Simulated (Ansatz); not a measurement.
# LaH3 and its elements: formation energy from the elements from a Python script

Aim: a formation energy from the elements, for LaH3 and its elements, run from a script.

All numbers are computed with the Python package of Ansatz 0.2.0. Level of theory: DFT LDA, plane waves, PAW.

**1. The system**

LaH3 I4/mmm: Symmetry: I4/mmm, No. 139, tetragonal system. The conventional cell has a = 3.754 Å, b = 3.754 Å, c = 6.112 Å, α = 90.00°, β = 90.00°, γ = 90.00°. Around La (site symmetry 4/mmm) lie 12 H at 2.42 to 2.65 Å. H (site symmetry -4m2) is surrounded by 4 La at 2.42 Å and 4 H at 2.42 Å. H (site symmetry 4/mmm) is surrounded by 8 H at 2.42 Å and 4 La at 2.65 Å.

La P6_3/mmc: The structure is hexagonal, space group P6_3/mmc (No. 194). The conventional cell has a = 3.770 Å, b = 3.770 Å, c = 12.159 Å, α = 90.00°, β = 90.00°, γ = 120.00°. Around La (site symmetry -3m) lie 12 La at 3.74 to 3.77 Å. La (site symmetry -6m2) has 12 La at 3.74 to 3.77 Å as nearest neighbours.

H in a box: Symmetry: Pmmm, No. 47, orthorhombic system. The conventional cell has a = 9.000 Å, b = 9.500 Å, c = 10.000 Å, α = 90.00°, β = 90.00°, γ = 90.00°. H (site symmetry mm2) has 1 H at 0.75 Å as nearest neighbours.

The script holds or builds the structure itself.

**2. The code**

File lah3.py:

```python
# -*- coding: utf-8 -*-
"""Formation energy of LaH3 from the elements, after relaxing cells and atoms."""

from collections import Counter

import ansatz as az
import numpy as np

config = {
    "beta": 0.1,
    "max_iterations": 80,
    "n_empty": 6,
    "kspacing": 0.26,
    "smearing": "fermi_dirac",
    "sigma": 0.05,
}

PHASES = {
    "LaH3": (
        [(-1.877068, 1.877068, 3.055859), (1.877068, -1.877068, 3.055859), (1.877068, 1.877068, -3.055859)],
        [
            ("La", (0.0, 0.0, 0.0)),
            ("H", (0.75, 0.25, 0.5)),
            ("H", (0.25, 0.75, 0.5)),
            ("H", (0.5, 0.5, 0.0)),
        ],
    ),
    "La": (
        [(3.77, 0.0, 0.0), (-1.885, 3.264916, 0.0), (0.0, 0.0, 12.159)],
        [
            ("La", (0.0, 0.0, 0.0)),
            ("La", (0.0, 0.0, 0.5)),
            ("La", (1 / 3, 2 / 3, 0.75)),
            ("La", (2 / 3, 1 / 3, 0.25)),
        ],
    ),
    "H2": (
        [(9.0, 0.0, 0.0), (0.0, 9.5, 0.0), (0.0, 0.0, 10.0)],
        [
            ("H", (0.5, 0.5, 0.4625)),
            ("H", (0.5, 0.5, 0.5375)),
        ],
    ),
}


def build(vectors, sites):
    crystal = az.Crystal(lattice=az.Lattice.of(vectors))
    for symbol, position in sites:
        crystal = crystal.atom(symbol, position)
    return crystal

GASES = {"H2"}


def solve(name, crystal):
    calc = (
        crystal.calculation()
        .functional(az.Functional.LDA)
        .basis(14 * az.Ha)
        .accuracy("medium")
        .mixing("broyden", beta=config["beta"])
        .scf(max_iterations=config["max_iterations"], extra_bands=config["n_empty"], algorithm="direct_min")
        .kpoints(spacing=config["kspacing"])
        .occupations(config["smearing"], width=config["sigma"])
        .stress()
    )
    if name in GASES:
        return calc.kpoints(1, 1, 1).relax(force_tolerance=0.03, max_steps=60).run(threads=1, backend="cpu")
    calc = calc.relax(force_tolerance=0.03, max_steps=60, cell=True)
    return calc.run(threads=1, backend="cpu")


def counts(outcome):
    return Counter(site.symbol for site in outcome.lattice.sites)

def formation_energy(outcome, mu):
    n = counts(outcome)
    return (outcome.report["energy_sigma0_ev"] - sum(k * mu[element] for element, k in n.items())) / sum(n.values())


def volume_per_atom(outcome):
    return abs(np.linalg.det(outcome.lattice.cell_ang)) / len(outcome.lattice.sites)

phases = {name: build(*cell) for name, cell in PHASES.items()}

done = {}
for name, crystal in phases.items():
    done[name] = solve(name, crystal)
    print(f"{name}: {done[name].report['energy_sigma0_ev']:.4f} eV, {len(done[name].lattice.sites)} atoms")

# chemical potentials of the elements at zero temperature
references = {"La": "La", "H": "H2"}
mu = {element: done[name].report["energy_sigma0_ev"] / len(done[name].lattice.sites) for element, name in references.items()}

target = done["LaH3"]
heat = formation_energy(target, mu)
for element, value in mu.items():
    print(f"mu({element}) = {value:.4f} eV from {references[element]}, {volume_per_atom(done[references[element]]):.2f} A^3/atom")
print(f"formation energy of LaH3: {heat:.4f} eV/atom = {96.4853 * heat:.1f} kJ/mol of atoms")
# no correction for the overbinding of the gas molecule is applied
```

**3. Launch**

Started as:

```
python lah3.py
```

**Question.** Is LaH3 bound against its elements at this level, and by how much?

**Answer**, as computed:

| quantity | value |
| --- | --- |
| formation energy | -0.7428 eV/atom |
| runs compared | 3 |
| energy of LaH3 (run 1) from the elements | -743 meV/atom |

The formation energy is negative: it is stable against its elements at zero temperature, which says nothing yet of competing compounds. The formation energy is -0.743 eV an atom (-71.7 kJ per mole of atoms), so LaH3 lies below the reference phases. In run 1, the volume shrank by 5.2 % over 7 moves, and the space group stayed I4/mmm. Run 3: The relaxation took 2 moves; the largest shift is 0.008 Å. The start was already close to the minimum. Reading the output:
- The cutoff lies under the one recommended for these potentials.
- For the metals among these cells the mesh is coarse, so their volumes and pressures are rough.
- The compound is the structure given, not necessarily its lowest; energies are at zero temperature, with no correction for gases. A semilocal functional's error on such energies is often 0.05 to 0.1 eV an atom, and 0.1 to 0.3 eV against gases such as O2 or F2. Whether this is the phase that is stable at ambient conditions was not tested.
